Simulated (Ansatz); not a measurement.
Predict the output of the script below (the Ansatz DFT code, driven from Python).

Script `torsion_alh5n2si.py`:
```python
"""Energy of AlH5N2Si as one group turns about a bond."""

import ansatz
from ase import Atoms

atoms = Atoms(["N", "Al", "N", "Si", "H", "H", "H", "H", "H"], positions=[
    [-0.3551, 2.0159, -1.2623],
    [0.2254, 0.6057, -0.2072],
    [1.2366, -0.9855, -0.0223],
    [-0.1486, -1.3472, 0.9299],
    [-0.9044, 1.6328, -2.1047],
    [-1.1171, 2.5822, -0.7043],
    [2.0472, -0.7596, 0.6855],
    [-0.9658, -2.3875, 0.2519],
    [0.0702, -1.403, 2.4164],
])

# start the scan from a relaxed geometry
first = (
    ansatz.Crystal.molecule_from_ase(atoms).calculation()
    .basis(gaussian="def2-SVP")  # the orbital basis, by name
    .functional("cam_b3lyp")
    .accuracy("medium")  # preset for grids and thresholds
    .relax(force_tolerance=0.02, max_steps=80)  # relax until the tolerances are met
)
atoms.positions = first.run(threads=1).report["positions_ang"]

start = atoms.get_dihedral(2, 1, 0, 4)
energies = {}
for turn in range(0, 360, 30):
    turned = atoms.copy()
    turned.set_dihedral(2, 1, 0, 4, start + turn, indices=[0, 4, 5])
    calc = (
        ansatz.Crystal.molecule_from_ase(turned).calculation()
        .basis(gaussian="def2-SVP")  # atom-centred Gaussian functions
        .functional("cam_b3lyp")
        .accuracy("medium")  # preset for grids and thresholds
    )
    energies[round((start + turn) % 360)] = calc.run(threads=1).report["free_energy_ev"]
floor = min(energies.values())
print("dihedral N2-Al1-N0-H4 (deg)   E - E(min) (kJ/mol)")
for angle, e in sorted(energies.items()):
    print(f"{angle:8d} {96.485332 * (e - floor):14.3f}  " + "#" * int(30 * (e - floor) / max(max(energies.values()) - floor, 1e-9)))
```

```console
$ python torsion_alh5n2si.py
dihedral N2-Al1-N0-H4 (deg)   E - E(min) (kJ/mol)
       0          0.000
      30          5.139  #######
      60         15.908  ######################
      90         21.583  #############################
     120         15.921  ######################
     150          5.158  #######
     180          0.026
     210          5.168  #######
     240         15.932  ######################
     270         21.585  ##############################
     300         15.900  ######################
     330          5.131  #######
```

Reading the output:
- The settings weren't tested for convergence.
- The scan is rigid and the energies are electronic, in a modest basis. With rigid groups the curve can differ much from the relaxed path, the start wasn't checked as a minimum of this torsion, and equivalent turns needn't return to the same energy.
- The whole script took 96 s on 1 thread of Arm Neoverse V1, on a shared host, peak memory 0.28 GiB.

(A comment or docstring line of the script was reworded after the run, the code is as it ran.)
